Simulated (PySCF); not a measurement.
**Towards the basis-set limit for CuF−**

One table from this session's results is given with a row withheld; the runs are named, their logs left out.

Program: PySCF 2.14.0. Level of theory: CCSD(T) on ROHF, scalar-relativistic core potentials. These are calculated values, not measurements.

2 further runs of the same task are left out: 2 set aside as unsound or not needed.

The first run:

```yaml
molecule: CuF−
state: doublet, unpaired electrons σ ↑
smaller_basis: Cu aug-cc-pVDZ-PP with ECP10, F aug-cc-pVDZ
larger_basis: Cu aug-cc-pVTZ-PP with ECP10, F aug-cc-pVTZ
frozen_core_orbitals: 5
extrapolation: correlation as n⁻³ (n = 2, 3), Hartree–Fock as (n+1)·exp(−9√n)
corrections: none
distances_Å: 1.6242, 1.6981, 1.7719, 1.8457, 1.9195, 2.0118, 2.1041
masses_u: 62.9296, 18.9984
dissociation_limit: Cu + F−
```

Launch:

```console
OMP_NUM_THREADS=4 python comp.py task.json out
```

Among the steps run: Coupled cluster at each distance.

One of the session's tables, all rows but one given; the rest of the session is left out.

Parts of the energy along the bond, in eV from Cu + F−:

| R (Å) | HF/CBS | CCSD corr. | (T) |
| --- | --- | --- | --- |
| 1.6242 | -1.165 | -0.430 | -0.1222 |
| 1.6981 | -1.522 | -0.348 | -0.1104 |
| 1.7719 | -1.715 | -0.279 | -0.0986 |
| 1.8457 | -1.797 | -0.221 | -0.0877 |
| 1.9195 | ? | ? | ? |
| 2.0118 | -1.751 | -0.126 | -0.0682 |
| 2.1041 | -1.656 | -0.089 | -0.0600 |

**Question.** Estimate the row for R (Å) = 1.9195.

Worked estimate for «HF/CBS». A straight line through the neighbours (1.8457, -1.797) and (2.0118, -1.751) gives -1.797 + (-1.751 + 1.797) × (1.9195 − 1.8457) / (2.0118 − 1.8457) = -1.777; a parabola fitted to 4 rows on both sides gives -1.802.

As computed: HF/CBS: -1.805; CCSD corr.: -0.174; (T): -0.0782. In «HF/CBS» the line misses by +0.028 and the parabola by +0.003.

Caveats from the session: Spin–orbit coupling, core–valence correlation and excitations beyond (T) are left out. An extrapolation from double and triple zeta is rough, so this isn't yet the limit.
